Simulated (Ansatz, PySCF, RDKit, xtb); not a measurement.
**BSiF3: a search for the lowest isomer**

Task: start from the formula BSiF3, draw up candidate structures, narrow them down in stages, and characterise the one that lies lowest at 298.15 K.

Plan: many cheap relaxations first (GFN2-xTB), then density-functional screening, relaxation at PBE-D3(BJ)/def2-SVP, vibrations and a final energy. The numbers are computed, not measured.

7 further runs of the same task are left out: 7 set aside as unsound or not needed.

### 1 Drawing up candidates

A program enumerates the bonding patterns with one Lewis structure each (two rings at most, one unusual centre or charged pair), with their diastereomers. O–O, O–halogen and N–halogen bonds and N–N–N chains are not drawn. That gives 4 candidates.

```tsv
label	SMILES	spin
c160	FB=[Si](F)F	singlet
c848	[B+]=[Si-](F)(F)F	singlet
c896	F[Si]B(F)F	triplet
c944	F[Si]B(F)F	singlet
```

Candidates are built by distance geometry, with a force field where one applies, in up to four conformers (letters a to d). 10 starts with atoms placed at random are added, to find patterns that the rules miss.

Q: Predict the outcome of this search (final energies at CCSD(T)/def2-TZVP).

| quantity | value |
| --- | --- |
| lowest structure found | F[Si]B(F)F, singlet, Cs |
| next finalist | [F][B][Si]([F])[F] ‡, singlet, 19.3 kcal/mol higher in G |
| share at equilibrium, among the finalists | 100.0 % |
| harmonic wavenumbers, lowest and highest (PBE-D3(BJ)/def2-SVP) | 35 and 1314 cm⁻¹ |
| rotational constants, same geometry | 0.2202, 0.07499, 0.0686 cm⁻¹ |
| dipole moment (PBE0/def2-TZVPD) | 1.22 D |
| HOMO energy (PBE0/def2-TZVPD) | -7.01 eV |
| LUMO energy (PBE0/def2-TZVPD) | -3.12 eV |
| HOMO–LUMO gap (PBE0/def2-TZVPD) | 3.89 eV |
| lowest excitation (TD-PBE0/def2-SVPD) | 2.46 eV (f = 0.011) |
| strongest of the states computed, same level | 7.62 eV (f = 0.294) |
| lowest triplet excitation, same level, Tamm-Dancoff | 1.27 eV |
| vertical ionisation energy | 9.33 eV |
| vertical electron affinity | 1.15 eV |
| vertical triplet less singlet | +1.32 eV |

The lowest structure found is `F[Si]B(F)F`. Among the finalists first place is clear (19.3 kcal/mol); structures outside the list aren't covered. HF/STO-3G, r2SCAN-D4/def2-SVP, PBE-D3(BJ)/def2-SVP, HF/def2-TZVP and MP2/def2-TZVP already put its bonding pattern lowest among the structures in one piece. The search is not exhaustive (a finite list of starts, one conformer a finalist), so a lower isomer can't be ruled out. The lowest isomer need not be the one that is made and kept in a bottle, which depends on barriers.

‡ marks the bonded skeleton alone, with all bonds drawn single: no Lewis structure was assigned that passes a check against the bond lengths.
